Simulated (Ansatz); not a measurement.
The system is HfIn4SiO6.

```
Hf In Si O
1.0
     5.69867    0.00381    0.01559
    -0.70506    6.10815   -0.00575
    -2.73718   -1.39557    6.63076
Hf In Si O
1 4 1 6
Direct
  0.11793 0.01556 0.13292
  0.38842 0.99901 0.72891
  0.75865 0.00842 0.49586
  0.23461 0.48841 0.53300
  0.59649 0.48211 0.20528
  0.86778 0.44029 0.85544
  0.55316 0.38738 0.79290
  0.93454 0.38483 0.65596
  0.98414 0.26218 0.00347
  0.99083 0.69806 0.98452
  0.08665 0.06493 0.39374
  0.48680 0.10883 0.21799
```

The cell was built by a generator and needn't be a form met in nature.

Base run:

* Program: Ansatz 0.2.0
* Functional: PBE
* Potentials or basis: all-electron LAPW, scalar-relativistic
* Cutoff: 493 eV (chosen from the basis error)
* Basis error allowed: 0.002 eV/atom
* k mesh: 4 × 4 × 3
* Occupations: fermi-dirac, width 0.05 eV
* Spin: no spin polarisation

Its results: band gap on the k mesh 0.98 eV, indirect (least direct gap 1.17 eV); pressure 0.0 GPa; largest force 0.015 eV/Å.

Q: The run is repeated on the same cell with these changes: functional from PBE to LDA. What comes out?

A: Band gap on the k mesh 0.96 eV, indirect (least direct gap 1.18 eV); pressure -5.8 GPa; largest force 0.492 eV/Å.

LDA binds more tightly than PBE, so the same cell stands under less pressure.

Caveats: spin-orbit coupling is left out, which moves the levels of the heavy elements; an odd mesh through Γ misses points on the zone boundary, where band edges often lie (some runs).
